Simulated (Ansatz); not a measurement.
Write a Python script for the Ansatz DFT code, driven from Python that makes a phonon calculation by linear response of ScHg, space group Pm-3m. Level of theory: LDA, PAW, cutoff 260 eV, 10×10×10 k-points, cold smearing of 0.02 eV.

```
Sc Hg
1.0
     3.48000    0.00000    0.00000
     0.00000    3.48000    0.00000
     0.00000    0.00000    3.48000
Sc Hg
1 1
Cartesian
  1.7400 1.7400 1.7400
  0.0000 0.0000 0.0000
```

Script `schg_dfpt.py`:
```python
'''Zone-centre and zone-boundary phonons of ScHg by linear response.'''

from pathlib import Path
import logging
import sys
import warnings

import ansatz as az
import numpy as np

logging.basicConfig(stream=sys.stdout, format='%(levelname)s:%(name)s:%(message)s')
logger = logging.getLogger('schg')
logger.setLevel(logging.INFO)


def main() -> None:
    warnings.simplefilter('ignore', az.DeckWarning)

    lattice = az.Lattice.of(
        [3.48, 0.0, 0.0],
        [0.0, 3.48, 0.0],
        [0.0, 0.0, 3.48],
    )
    sites = [
        ('Sc', [0.5, 0.5, 0.5]),
        ('Hg', [0.0, 0.0, 0.0]),
    ]
    structure = az.Crystal(lattice=lattice)
    for symbol, position in sites:
        structure = structure.atom(symbol, position)

    job = (
        structure.calculation()
        .functional('lda')
        .basis(260)
        .occupations(az.OccupationsMethod.COLD, width=0.02)
        .scf(max_iterations=100, lower_state_search='off', algorithm='direct_min')
        .kpoints(10, 10, 10)
        .phonons('dfpt')
    )
    res = job.run(runs_dir='runs')
    ph = res.phonons

    print('Gamma modes (1/cm):', ' '.join(f'{w:.1f}' for w in ph.gamma_omega_inv_cm))
    print('in meV:', ' '.join(f'{w * 0.1239842:.2f}' for w in ph.gamma_omega_inv_cm))


if __name__ == '__main__':
    main()
```

Output of `python schg_dfpt.py`:
```text
Gamma modes (1/cm): 0.0 0.0 0.0 125.8 125.8 125.8
in meV: 0.00 0.00 0.00 15.59 15.59 15.59
```

Reading the output:
- The settings weren't tested for convergence.
- The cutoff lies under the one recommended for these potentials.
- Spin is left out of this run.
- The cell isn't relaxed first, so the values belong to this volume.
- Spin-orbit coupling, which matters for elements this heavy, is left out.
- The starting cell is as deposited in a crystallographic database; the results hold for this polymorph, which needn't be the stable one.
- The structure is taken as given; imaginary modes can come from an unrelaxed or unstable start. Phonons of metals also depend on mesh and smearing.
- The script silences the warnings on its input, which a real study should read.
- Timing: 20 s on 1 thread of Arm Neoverse V2 (shared host), peak memory 0.54 GiB.

(Lines on the test bed's own set-up are left out of the output.)
